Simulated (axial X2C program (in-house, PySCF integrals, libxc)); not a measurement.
# PbTc⁺: bond curves with and without spin–orbit coupling

Aim: find the lowest determinant of PbTc⁺, scan the bond at several levels and fit the constants, once spin-free and once with spin–orbit coupling.

Method: all-electron X2C, Pb dyall-v2z, Tc dyall-v2z; program: an in-house X2C program for linear molecules on PySCF integrals.

All values are calculated.

### Step 1. Input

task.json

```json
{"zs": [82, 43], "q": 1, "bas": ["dyall-v2z", "dyall-v2z"], "levels": ["PBE0", "HF", "LDA", "B3LYP"], "cc": false, "r0": 2.72, "npts": 10, "nst": 2, "ntry": 6}
```

Keys: zs atomic numbers; q charge; bas basis sets; levels methods (HF also brings MP2); cc coupled cluster on or off; r0 starting distance in Å; npts points asked for on the curve; nst determinants followed; ntry starts of the search.

Started as:

```sh
python so2c.py task.json out
```

Spin-free means the one-electron spin-free X2C Hamiltonian; two-component (2c) means X2C with spin–orbit coupling and atomic mean-field two-electron Coulomb and Gaunt terms. Basis: Pb dyall-v2z contracted to [10s12p9d5f], Tc dyall-v2z contracted to [10s10p7d2f]; Gaussian nuclei, density fitting. Masses: Pb 207.977 u, Tc 98.907 u.

Notation: σ, π±, δ± give the projection m of an orbital's angular momentum (0, ±1, ±2), α and β its spin, Λ and M_S the sums; ω is the projection of a spinor's total angular momentum and Ω the sum. Logs are in hartree.

The runs that follow: PBE0, spin-free; HF, spin-free; LDA, spin-free; B3LYP, spin-free; PBE0, 2c; HF, 2c; LDA, 2c; B3LYP, 2c.

What does the calculation give? Wanted: for each run, Hamiltonian; Re; ωe; De; μ.

As calculated:

Lowest determinant that the search found at its distance, spin-free: M_S = 2, Λ = 1 (beyond closed shells: σα, π+α, π+β, π-α, δ+α, δ-α).

Lowest determinant that the search found at its distance, 2c: Ω = 3 (excess of +ω over −ω: ω = 1/2, ω = 5/2).

```csv
Hamiltonian,level,Re (Å),ωe (cm⁻¹),De (eV),μ (D)
spin-free,PBE0,2.781,154.3,2.53,3.25
spin-free,LDA,2.672,183.0,3.66,2.55
spin-free,B3LYP,2.787,156.0,2.90,2.86
2c,PBE0,2.807,137.3,1.93,3.71
2c,LDA,2.687,171.4,3.04,2.95
2c,B3LYP,2.814,141.2,2.10,3.38
```

Dipoles are positive if Tc is the positive end and refer to the centre of mass. No constants: spin-free HF (the lowest point is the long end of the scan); spin-free MP2 (the lowest point is the long end of the scan); 2c HF (the lowest point is the long end of the scan); 2c MP2 (the lowest point is the long end of the scan).

In words: At PBE0, going from spin-free to two-component changes Re by +27 mÅ, ωe by -11.0 %; at least one of these shifts is too large to ignore. De moves by -0.60 eV; both De rest on single-determinant atoms, which can miss part of an open shell's spin–orbit lowering.

De refers to Pb + Tc+; at LDA, spin-free, to Pb+ + Tc; at B3LYP, spin-free, to Pb+ + Tc, each in the lowest determinant found, which need not be this curve's own limit. Each curve is one determinant whose occupation by symmetry is held fixed; it was picked as the lowest of a PBE0 search that is not exhaustive. Dissociation energies refer to the lowest single-determinant-based atoms at the same level and basis. Density functionals use the spin component along the axis (collinear). With several unpaired electrons one determinant need not be a pure state. The spin-free determinant is spin-contaminated at some levels.
